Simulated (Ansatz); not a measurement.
# HSe: an atomisation energy

Computed with Ansatz's Python interface.

Notebook, run cell by cell (the value of a cell's last expression is shown):

**Cell 1**
```python
from collections import Counter

import ansatz as az


def energy(molecule, charge=0, unpaired=0):
    calc = (
        molecule.calculation()
        .basis(gaussian="def2-SVP")
        .functional("PBE0")
        .accuracy("high")
    )
    if charge:
        calc = calc.charge(charge)
    if unpaired:
        calc = calc.spin("collinear", total=unpaired)
    return calc.run().report["free_energy_ev"]
```

**Cell 2**
```python
geometry_ang = [
    ("Se", (-0.61372, 0.2217, -0.31037)),
    ("H", (0.61372, -0.2217, 0.31037)),
]
mol = az.Crystal.molecule()
for symbol, xyz in geometry_ang:
    mol = mol.atom(symbol, xyz)
```

**Cell 3**
```python
# Hund ground states
unpaired = {"Se": 2, "H": 1}
counts = Counter(site.symbol for site in mol.cartesian_sites)
atom_energy = {s: energy(az.Crystal.molecule().atom(s, (0, 0, 0)), 0, unpaired[s]) for s in counts}
whole = energy(mol, 0, 1)
for s, e in atom_energy.items():
    print(f"{s:2s} x{counts[s]}  {e:14.5f} eV")
print(f"HSe: {whole:.5f} eV")
split = sum(counts[s] * e for s, e in atom_energy.items()) - whole
print(f"atomisation energy (no zero-point term): {split:.3f} eV, {split / sum(counts.values()):.3f} eV an atom")
```
Output:
```text
Se x1    -65332.11615 eV
H  x1       -13.61361 eV
HSe: -65349.05604 eV
atomisation energy (no zero-point term): 3.326 eV, 1.663 eV an atom
```

3.326 eV from the electronic energies, without the zero-point term.

Reading the output:
- These settings explore the input space; basis and method may be short of convergence.
- The geometry is a force-field or estimated start, not a minimum of this method, and the basis set is short of its limit. All parts are taken at fixed geometry, without zero-point energy.
- The species is open-shell (spin multiplicity 2).
- The spin-orbit lowering of heavy atoms is left out.
- Hardware and time: 3.9 s on 1 thread of Arm Neoverse V1, on a shared host, peak memory 0.18 GiB.

(Lines on the test bed's own set-up are left out of the output.)
